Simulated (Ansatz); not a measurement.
**Trimethyl borate (C₃H₉BO₃): up Jacob's ladder to CCSD(T)**

How much do the methods differ for trimethyl borate (C₃H₉BO₃)? The plan is to run it at one geometry with functionals of several rungs and with coupled cluster. The yardstick is the atomisation energy at the CCSD(T) limit.

Method: functionals in def2-TZVPP, the program's frozen cores in correlated methods; program: Ansatz 0.2.0, Gaussian basis.

The runs, in order: LDA (SPW92), PBE-D4, revPBE-D4, BLYP-D4, r2SCAN-D4, B97M-V, PBE0-D4, B3LYP-D4, r2SCANh-D4, r2SCAN0-D4, HSE06-D4, BHLYP-D4, CAM-B3LYP-D4, LC-ωPBE, ωB97X-V, ωB97M-V, B2PLYP, PBE-QIDH; CCSD(T)/def2-SVP; CCSD(T)/def2-TZVPP; MP2/def2-QZVPP; extrapolation to the limit; RPA on PBE.

### 1 The geometry

An earlier PBE0-D4 in a triple-zeta def2 set relaxation fixed the geometry.

16 atoms, charge 0, spin multiplicity 1.

Atoms are counted from 1 here; the program's logs count them from 0.

Bond lengths: C1–O2 1.412 Å, C1–H8 1.093 Å, C1–H9 1.093 Å, C1–H10 1.090 Å, O2–B3 1.363 Å, B3–O4 1.363 Å, B3–O6 1.363 Å, O4–C5 1.412 Å, C5–H11 1.093 Å, C5–H12 1.090 Å, C5–H13 1.093 Å, O6–C7 1.412 Å, C7–H14 1.090 Å, C7–H15 1.093 Å, C7–H16 1.093 Å. Angles: O2–C1–H8 111.3°, O2–C1–H9 111.3°, O2–C1–H10 107.6°, H8–C1–H9 108.3°, H8–C1–H10 109.2°, H9–C1–H10 109.2°, C1–O2–B3 120.2°, O2–B3–O4 120.0°, O2–B3–O6 120.0°, O4–B3–O6 120.0°, B3–O4–C5 120.2°, O4–C5–H11 111.3°, O4–C5–H12 107.6°, O4–C5–H13 111.3°, H11–C5–H12 109.2°, H11–C5–H13 108.3°, H12–C5–H13 109.2°, B3–O6–C7 120.2° and more.

Coordinates:

```xyz
16
charge 0, multiplicity 1
C     1.4107   -1.9158   -0.3488
O     0.6473   -1.0897    0.5042
B    -0.0016   -0.0016    0.0027
O     0.0852    0.2914   -1.3251
C    -0.5852    1.4181   -1.8484
O    -0.7373    0.7936    0.8292
C    -0.8297    0.4935    2.2055
H     0.7899   -2.3571   -1.1331
H     2.2193   -1.3549   -0.8250
H     1.8381   -2.7128    0.2604
H    -1.6648    1.3449   -1.6929
H    -0.3793    1.4565   -2.9184
H    -0.2325    2.3416   -1.3816
H    -1.4591    1.2547    2.6672
H     0.1547    0.5050    2.6809
H    -1.2784   -0.4901    2.3677
```

### 2 LDA

This LDA is Slater exchange with PW92 correlation.

The input, in.yaml:

```yaml
crystal:
  periodic: [false, false, false]
  atoms:
    - {symbol: C, position_ang: [1.410699, -1.915841, -0.348758]}
    - {symbol: O, position_ang: [0.647315, -1.089666, 0.504226]}
    - {symbol: B, position_ang: [-0.001625, -0.001624, 0.002746]}
    - {symbol: O, position_ang: [0.085179, 0.291381, -1.325068]}
    - {symbol: C, position_ang: [-0.585213, 1.418117, -1.848420]}
    - {symbol: O, position_ang: [-0.737339, 0.793591, 0.829165]}
    - {symbol: C, position_ang: [-0.829669, 0.493541, 2.205511]}
    - {symbol: H, position_ang: [0.789947, -2.357115, -1.133124]}
    - {symbol: H, position_ang: [2.219257, -1.354886, -0.825008]}
    - {symbol: H, position_ang: [1.838145, -2.712841, 0.260359]}
    - {symbol: H, position_ang: [-1.664839, 1.344903, -1.692938]}
    - {symbol: H, position_ang: [-0.379303, 1.456479, -2.918447]}
    - {symbol: H, position_ang: [-0.232483, 2.341619, -1.381631]}
    - {symbol: H, position_ang: [-1.459138, 1.254732, 2.667216]}
    - {symbol: H, position_ang: [0.154729, 0.504993, 2.680855]}
    - {symbol: H, position_ang: [-1.278361, -0.490080, 2.367715]}
basis:
  gaussian: {orbitals: def2-TZVPP}
hamiltonian: {xc: lda}
output: {orbitals: {seedname: orbitals}}
```

Run with:

```console
$ ansatz run in.yaml --threads 2 --pin off --events-out ev --progress --plain --max-ram 32768MiB --backend cuda --devices 0, --max-vram 18GiB
```

After this run come: PBE-D4 (GGA); revPBE-D4 (GGA); BLYP-D4 (GGA); r2SCAN-D4 (meta-GGA); B97M-V (meta-GGA); B3LYP-D4 (hybrid); r2SCANh-D4 (hybrid); r2SCAN0-D4 (hybrid); HSE06-D4 (hybrid); BHLYP-D4 (hybrid); CAM-B3LYP-D4 (range-separated); LC-ωPBE (range-separated); ωB97X-V (range-separated); ωB97M-V (range-separated); B2PLYP (double hybrid); PBE-QIDH (double hybrid); CCSD(T) in def2-SVP; CCSD(T) in def2-TZVPP; MP2 in def2-QZVPP; RPA on PBE orbitals.

Q: Predict the results of all the runs planned. Wanted: atomisation energy, CCSD(T)/CBS; farthest beyond LDA; mean size of error, GGA; mean size of error, meta-GGA; mean size of error, hybrid; mean size of error, range-separated; mean size of error, double hybrid; gap, smallest and largest; T1 diagnostic.

The runs gave:

| quantity | value |
| --- | --- |
| atomisation energy, CCSD(T)/CBS | 68.418 eV |
| functionals within 0.342 eV (0.5 %) | BLYP-D4, r2SCAN-D4, B97M-V, PBE0-D4, B3LYP-D4, r2SCANh-D4, HSE06-D4, LC-ωPBE, ωB97X-V, ωB97M-V |
| farthest beyond LDA | BHLYP-D4 (-2.029 eV) |
| mean size of error, GGA | 0.641 eV |
| mean size of error, meta-GGA | 0.187 eV |
| mean size of error, hybrid | 0.578 eV |
| mean size of error, range-separated | 0.235 eV |
| mean size of error, double hybrid | 0.452 eV |
| gap, smallest and largest | 6.71 eV (BLYP-D4), 13.97 eV (LC-ωPBE) |
| T1 diagnostic | 0.0116 |
| triples share of the correlation energy | 3.6 % |

The LDA atomisation energy is off by 10.352 eV (15 %): it overbinds. PBE-D4 misses by +1.504 eV. Double hybrids carry the basis error of their MP2 part in triple zeta, and no dispersion term here, so their miss is partly the set-up's. The rungs meta-GGA, range-separated miss on average by less than the doubt on the reference (0.342 eV), so they tie. Misses under about 0.342 eV are within the doubt on the reference itself, which lacks core-valence correlation, relativity and higher excitations. Hartree-Fock recovers 74 % of the binding; the rest is correlation. CCSD(T) in def2-SVP is off by -2.850 eV, worse than the median functional, from the basis alone. Orbital gaps span 6.7 to 14.0 eV; exact exchange widens them.
